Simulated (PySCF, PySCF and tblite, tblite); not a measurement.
**CH5BrF2OSi2: conformers and averaged spectra**

Which conformers does CH5BrF2OSi2 (`FC(F)[SiH2]O[SiH2]Br`) populate, and what do their averaged NMR parameters look like?

Computed with tblite 0.8.0 (tight binding) and PySCF 2.14.0 (DFT, with response routines of our own); each step states its level. Atoms count from 0 throughout.

## 1. The molecule as given

12 atoms, charge 0, multiplicity 1; geometry from: MMFF94s geometry.

Bonds of the start (Å): C1–F2 1.37, C1–H7 1.09, C1–Si3 1.85, F0–C1 1.34, O4–Si5 1.65, Si3–H8 1.48, Si3–H9 1.47, Si3–O4 1.67, Si5–Br6 2.21, Si5–H10 1.48, Si5–H11 1.48.

## 2. GFN2-xTB relaxation, conformer 1

Job settings and geometry (Å):

```
{"job": {"xc": "GFN2-xTB", "basis": "xTB", "kind": "relax"}, "charge": 0, "multiplicity": 1}
F     -3.175500     0.331800    -0.843600
C     -2.242200    -0.313800    -0.124200
F     -2.590800    -0.180800     1.193800
Si    -0.576800     0.432400    -0.413600
O      0.661300    -0.285500     0.455100
Si     2.295800    -0.140200     0.601900
Br     3.268200    -1.204700    -1.076200
H     -2.278500    -1.375600    -0.363900
H     -0.553100     1.873100    -0.075700
H     -0.219500     0.333800    -1.841000
H      2.724900    -0.758300     1.881100
H      2.687400     1.287200     0.580400
```

Run with:

```
$ OMP_NUM_THREADS=1 python ens_run.py task.json out
```

One launch serves the whole session.

What it wrote:

```text
step      E/eV     max force
  0    -705.20395    3.052
  1    -705.33367    1.097
  2    -705.38628    0.432
  3    -705.40878    0.388
  4    -705.42455    0.350
  5    -705.43723    0.323
  6    -705.44749    0.261
  7    -705.45620    0.217
  8    -705.46292    0.182
  9    -705.46714    0.192
 10    -705.46967    0.179
 11    -705.47203    0.143
 12    -705.47494    0.157
 13    -705.47760    0.150
 14    -705.47950    0.116
 15    -705.48103    0.139
 16    -705.48264    0.160
 17    -705.48410    0.116
 18    -705.48529    0.097
 19    -705.48658    0.118
 20    -705.48873    0.193
 21    -705.49236    0.271
 22    -705.49726    0.268
 23    -705.50217    0.185
 24    -705.50541    0.105
 25    -705.50701    0.100
 26    -705.50883    0.126
 27    -705.51129    0.140
 28    -705.51407    0.135
 29    -705.51684    0.139
 30    -705.51920    0.125
 31    -705.52072    0.079
 32    -705.52177    0.099
 33    -705.52292    0.125
 34    -705.52426    0.127
 35    -705.52542    0.094
 36    -705.52620    0.073
 37    -705.52666    0.053
 38    -705.52708    0.063
 39    -705.52760    0.069
 40    -705.52803    0.060
 41    -705.52838    0.061
 42    -705.52877    0.055
 43    -705.52937    0.086
 44    -705.53013    0.094
 45    -705.53079    0.058
 46    -705.53112    0.031
 47    -705.53112    0.031
 48    -705.53119    0.026
 49    -705.53144    0.055
 50    -705.53156    0.055
 51    -705.53175    0.038
 52    -705.53184    0.032
 53    -705.53192    0.021
 54    -705.53199    0.026
 55    -705.53205    0.021
 56    -705.53209    0.015
 57    -705.53213    0.017
 58    -705.53218    0.024
 59    -705.53226    0.037
 60    -705.53235    0.037
 61    -705.53242    0.021
 62    -705.53247    0.017
 63    -705.53250    0.016
 64    -705.53255    0.025
 65    -705.53260    0.024
 66    -705.53264    0.018
 67    -705.53267    0.014
 68    -705.53269    0.010
 69    -705.53271    0.011
 70    -705.53272    0.014
 71    -705.53275    0.019
 72    -705.53280    0.023
 73    -705.53288    0.027
 74    -705.53299    0.032
 75    -705.53309    0.031
 76    -705.53317    0.025
 77    -705.53325    0.028
 78    -705.53337    0.031
 79    -705.53354    0.043
 80    -705.53380    0.049
 81    -705.53414    0.051
 82    -705.53454    0.078
 83    -705.53495    0.074
 84    -705.53533    0.046
 85    -705.53573    0.057
 86    -705.53618    0.099
 87    -705.53644    0.254
 88    -705.53757    0.176
 89    -705.53864    0.070
 90    -705.53933    0.066
 91    -705.53970    0.062
 92    -705.54000    0.057
 93    -705.54045    0.036
 94    -705.54111    0.040
 95    -705.54195    0.089
 96    -705.54230    0.070
 97    -705.54268    0.043
 98    -705.54301    0.063
 99    -705.54328    0.049
100    -705.54384    0.056
101    -705.54439    0.044
102    -705.54492    0.042
103    -705.54391    0.130
104    -705.54523    0.041
105    -705.54539    0.037
106    -705.54555    0.097
107    -705.54613    0.040
108    -705.54637    0.042
109    -705.54709    0.060
110    -705.54736    0.050
111    -705.54778    0.042
112    -705.54834    0.051
113    -705.54876    0.064
114    -705.54907    0.051
115    -705.54953    0.065
116    -705.55022    0.059
117    -705.55096    0.065
118    -705.55186    0.088
119    -705.55238    0.077
120    -705.55306    0.040
121    -705.55341    0.042
122    -705.55373    0.049
123    -705.55390    0.044
124    -705.55413    0.033
125    -705.55429    0.034
126    -705.55444    0.029
127    -705.55457    0.030
128    -705.55470    0.023
129    -705.55479    0.022
130    -705.55486    0.019
131    -705.55489    0.014
132    -705.55492    0.013
133    -705.55495    0.015
134    -705.55498    0.015
135    -705.55500    0.014
136    -705.55502    0.011
137    -705.55504    0.011
138    -705.55505    0.011
139    -705.55507    0.010
140    -705.55508    0.007
141    -705.55509    0.007
142    -705.55510    0.007
143    -705.55511    0.010
144    -705.55512    0.012
145    -705.55514    0.009
146    -705.55515    0.009
147    -705.55517    0.010
148    -705.55519    0.016
149    -705.55522    0.024
150    -705.55527    0.028
151    -705.55534    0.024
152    -705.55539    0.013
153    -705.55541    0.011
154    -705.55543    0.012
155    -705.55545    0.010
156    -705.55547    0.010
157    -705.55549    0.010
158    -705.55550    0.011
159    -705.55552    0.010
160    -705.55553    0.011
161    -705.55555    0.011
162    -705.55557    0.015
163    -705.55559    0.015
164    -705.55561    0.009
165    -705.55561    0.006
166    -705.55562    0.005
167    -705.55562    0.006
168    -705.55563    0.007
169    -705.55563    0.006
170    -705.55564    0.006
171    -705.55564    0.005
172    -705.55565    0.005
173    -705.55565    0.006
174    -705.55566    0.007
175    -705.55566    0.006
176    -705.55567    0.007
177    -705.55567    0.007
178    -705.55568    0.007
179    -705.55569    0.008
180    -705.55570    0.011
181    -705.55572    0.013
182    -705.55574    0.013
183    -705.55577    0.009
184    -705.55578    0.011
185    -705.55579    0.012
186    -705.55580    0.011
187    -705.55581    0.007
188    -705.55581    0.004
189    -705.55581    0.004
```

Wall time 1.1 s (1 thread of Arm Neoverse V2, shared host).

The energy fell by 0.352 eV, and the atoms moved 0.86 Å (root mean square).

GFN2-xTB relaxation, conformer 2:

Job settings and geometry (Å):

```
{"job": {"xc": "GFN2-xTB", "basis": "xTB", "kind": "relax"}, "charge": 0, "multiplicity": 1}
F     -1.627500     1.586700    -0.780700
C     -1.806200     0.440400    -0.086700
F     -1.415100     0.715000     1.204500
Si    -0.727500    -0.887700    -0.779100
O      0.897900    -0.550200    -0.813100
Si     1.980600     0.314900     0.079700
Br     3.999400     0.021000    -0.782400
H     -2.858100     0.187100    -0.069700
H     -1.149900    -1.253300    -2.149300
H     -0.892800    -2.147600     0.022700
H      1.966900    -0.178800     1.478900
H      1.633400     1.751700     0.041900
```

What it wrote:

```text
step      E/eV     max force
  0    -705.15876    3.418
  1    -705.32328    1.325
  2    -705.38888    0.472
  3    -705.41167    0.444
  4    -705.43224    0.372
  5    -705.44751    0.325
  6    -705.46144    0.251
  7    -705.47377    0.292
  8    -705.48408    0.290
  9    -705.49173    0.210
 10    -705.49629    0.154
 11    -705.49962    0.156
 12    -705.50306    0.146
 13    -705.50578    0.111
 14    -705.50767    0.132
 15    -705.50950    0.160
 16    -705.51184    0.205
 17    -705.51399    0.154
 18    -705.51519    0.078
 19    -705.51584    0.075
 20    -705.51653    0.100
 21    -705.51766    0.145
 22    -705.51907    0.136
 23    -705.52018    0.067
 24    -705.52073    0.057
 25    -705.52107    0.051
 26    -705.52152    0.074
 27    -705.52218    0.073
 28    -705.52301    0.076
 29    -705.52380    0.064
 30    -705.52433    0.056
 31    -705.52463    0.045
 32    -705.52488    0.049
 33    -705.52526    0.064
 34    -705.52586    0.085
 35    -705.52673    0.096
 36    -705.52768    0.091
 37    -705.52845    0.064
 38    -705.52899    0.081
 39    -705.52952    0.087
 40    -705.53025    0.080
 41    -705.53097    0.059
 42    -705.53146    0.046
 43    -705.53186    0.052
 44    -705.53219    0.046
 45    -705.53243    0.052
 46    -705.53272    0.035
 47    -705.53272    0.035
 48    -705.53279    0.029
 49    -705.53295    0.030
 50    -705.53301    0.033
 51    -705.53312    0.022
 52    -705.53317    0.023
 53    -705.53321    0.017
 54    -705.53325    0.023
 55    -705.53328    0.019
 56    -705.53331    0.017
 57    -705.53335    0.018
 58    -705.53339    0.021
 59    -705.53342    0.023
 60    -705.53345    0.016
 61    -705.53347    0.018
 62    -705.53351    0.022
 63    -705.53356    0.033
 64    -705.53364    0.041
 65    -705.53371    0.034
 66    -705.53380    0.026
 67    -705.53391    0.031
 68    -705.53406    0.036
 69    -705.53422    0.044
 70    -705.53436    0.034
 71    -705.53449    0.032
 72    -705.53467    0.040
 73    -705.53498    0.051
 74    -705.53539    0.063
 75    -705.53565    0.041
 76    -705.53577    0.027
 77    -705.53584    0.032
 78    -705.53591    0.029
 79    -705.53604    0.027
 80    -705.53611    0.028
 81    -705.53617    0.022
 82    -705.53624    0.020
 83    -705.53632    0.018
 84    -705.53637    0.014
 85    -705.53640    0.013
 86    -705.53644    0.016
 87    -705.53650    0.021
 88    -705.53657    0.016
 89    -705.53661    0.011
 90    -705.53662    0.012
 91    -705.53663    0.012
 92    -705.53665    0.011
 93    -705.53668    0.012
 94    -705.53670    0.012
 95    -705.53673    0.012
 96    -705.53674    0.012
 97    -705.53675    0.010
 98    -705.53677    0.013
 99    -705.53679    0.014
100    -705.53681    0.014
101    -705.53683    0.018
102    -705.53687    0.020
103    -705.53694    0.021
104    -705.53701    0.024
105    -705.53706    0.019
106    -705.53710    0.015
107    -705.53713    0.030
108    -705.53719    0.020
109    -705.53725    0.021
110    -705.53731    0.022
111    -705.53735    0.018
112    -705.53737    0.010
113    -705.53738    0.007
114    -705.53738    0.007
115    -705.53739    0.006
116    -705.53740    0.007
117    -705.53740    0.005
118    -705.53740    0.004
```

It took 0.68 s on 1 thread of Arm Neoverse V2, shared host.

The energy fell by 0.379 eV, and the atoms moved 0.32 Å (root mean square).

**GFN2-xTB relaxation, conformer 3**

Job settings and geometry (Å):

```
{"job": {"xc": "GFN2-xTB", "basis": "xTB", "kind": "relax"}, "charge": 0, "multiplicity": 1}
F      2.102000    -1.693400    -0.816300
C      2.202000    -0.389800    -0.425000
F      2.698400    -0.434700     0.860900
Si     0.566400     0.451900    -0.467400
O     -0.627400    -0.257300     0.464300
Si    -2.207400     0.001600     0.867600
Br    -3.490300    -0.426100    -0.877300
H      2.960500     0.096800    -1.042800
H      0.074000     0.536200    -1.856000
H      0.694600     1.856200    -0.005500
H     -2.391000     1.412700     1.281400
H     -2.580700    -0.899000     1.990100
```

What it wrote:

```text
step      E/eV     max force
  0    -705.13634    3.252
  1    -705.28468    0.966
  2    -705.32675    0.468
  3    -705.35246    0.305
  4    -705.36445    0.329
  5    -705.37824    0.331
  6    -705.38755    0.271
  7    -705.39704    0.217
  8    -705.40399    0.187
  9    -705.40845    0.193
 10    -705.41104    0.181
 11    -705.41360    0.145
 12    -705.41686    0.182
 13    -705.42000    0.198
 14    -705.42224    0.156
 15    -705.42401    0.138
 16    -705.42599    0.169
 17    -705.42798    0.132
 18    -705.42963    0.102
 19    -705.43121    0.124
 20    -705.43352    0.179
 21    -705.43741    0.255
 22    -705.44277    0.258
 23    -705.44820    0.202
 24    -705.45199    0.115
 25    -705.45397    0.111
 26    -705.45599    0.125
 27    -705.45906    0.172
 28    -705.46314    0.173
 29    -705.46791    0.192
 30    -705.47218    0.186
 31    -705.47477    0.117
 32    -705.47630    0.113
 33    -705.47800    0.148
 34    -705.48018    0.165
 35    -705.48254    0.156
 36    -705.48486    0.103
 37    -705.48633    0.097
 38    -705.48700    0.088
 39    -705.48907    0.151
 40    -705.49323    0.225
 41    -705.49807    0.252
 42    -705.49315    0.514
 43    -705.50450    0.214
 44    -705.50671    0.131
 45    -705.50906    0.102
 46    -705.51051    0.081
 47    -705.51124    0.084
 48    -705.51278    0.077
 49    -705.51441    0.100
 50    -705.51627    0.101
 51    -705.51770    0.143
 52    -705.51843    0.096
 53    -705.51905    0.071
 54    -705.51945    0.046
 55    -705.51975    0.052
 56    -705.52020    0.069
 57    -705.52079    0.094
 58    -705.52150    0.098
 59    -705.52219    0.089
 60    -705.52277    0.073
 61    -705.52330    0.061
 62    -705.52389    0.062
 63    -705.52456    0.077
 64    -705.52518    0.075
 65    -705.52573    0.070
 66    -705.52619    0.060
 67    -705.52657    0.069
 68    -705.52687    0.072
 69    -705.52718    0.062
 70    -705.52748    0.044
 71    -705.52778    0.036
 72    -705.52778    0.036
 73    -705.52786    0.029
 74    -705.52804    0.030
 75    -705.52813    0.031
 76    -705.52829    0.033
 77    -705.52844    0.034
 78    -705.52862    0.038
 79    -705.52879    0.041
 80    -705.52894    0.036
 81    -705.52911    0.044
 82    -705.52930    0.044
 83    -705.52951    0.041
 84    -705.52971    0.049
 85    -705.52990    0.046
 86    -705.53011    0.040
 87    -705.53034    0.048
 88    -705.53056    0.040
 89    -705.53077    0.042
 90    -705.53101    0.044
 91    -705.53134    0.060
 92    -705.53173    0.066
 93    -705.53200    0.039
 94    -705.53212    0.028
 95    -705.53219    0.029
 96    -705.53227    0.028
 97    -705.53235    0.030
 98    -705.53244    0.025
 99    -705.53254    0.027
100    -705.53266    0.032
101    -705.53276    0.025
102    -705.53283    0.017
103    -705.53286    0.016
104    -705.53289    0.016
105    -705.53293    0.023
106    -705.53298    0.020
107    -705.53302    0.017
108    -705.53304    0.013
109    -705.53306    0.015
110    -705.53309    0.021
111    -705.53311    0.018
112    -705.53314    0.014
113    -705.53316    0.016
114    -705.53318    0.018
115    -705.53323    0.024
116    -705.53328    0.026
117    -705.53332    0.017
118    -705.53335    0.015
119    -705.53336    0.015
120    -705.53340    0.021
121    -705.53348    0.033
122    -705.53362    0.044
123    -705.53379    0.044
124    -705.53390    0.028
125    -705.53397    0.022
126    -705.53403    0.022
127    -705.53408    0.024
128    -705.53415    0.020
129    -705.53421    0.024
130    -705.53425    0.014
131    -705.53428    0.011
132    -705.53429    0.010
133    -705.53431    0.009
134    -705.53432    0.011
135    -705.53434    0.010
136    -705.53435    0.008
137    -705.53435    0.011
138    -705.53436    0.009
139    -705.53437    0.006
140    -705.53437    0.005
141    -705.53438    0.005
142    -705.53438    0.006
143    -705.53439    0.011
144    -705.53441    0.017
145    -705.53443    0.019
146    -705.53445    0.012
147    -705.53446    0.010
148    -705.53448    0.010
149    -705.53450    0.016
150    -705.53452    0.019
151    -705.53456    0.016
152    -705.53459    0.014
153    -705.53461    0.015
154    -705.53464    0.015
155    -705.53467    0.016
156    -705.53471    0.017
157    -705.53476    0.023
158    -705.53482    0.022
159    -705.53487    0.018
160    -705.53491    0.016
161    -705.53494    0.012
162    -705.53498    0.020
163    -705.53502    0.022
164    -705.53508    0.018
165    -705.53513    0.016
166    -705.53518    0.017
167    -705.53522    0.021
168    -705.53526    0.026
169    -705.53527    0.019
170    -705.53531    0.010
171    -705.53532    0.007
172    -705.53533    0.005
173    -705.53534    0.006
174    -705.53534    0.006
175    -705.53535    0.005
176    -705.53535    0.002
```

Run time: 0.98 s. Hardware: 1 thread of Arm Neoverse V2, shared host.

Relaxing gained 0.399 eV and moved the atoms by 0.83 Å on average (rms).

(Part 1 of 3 ends here.)
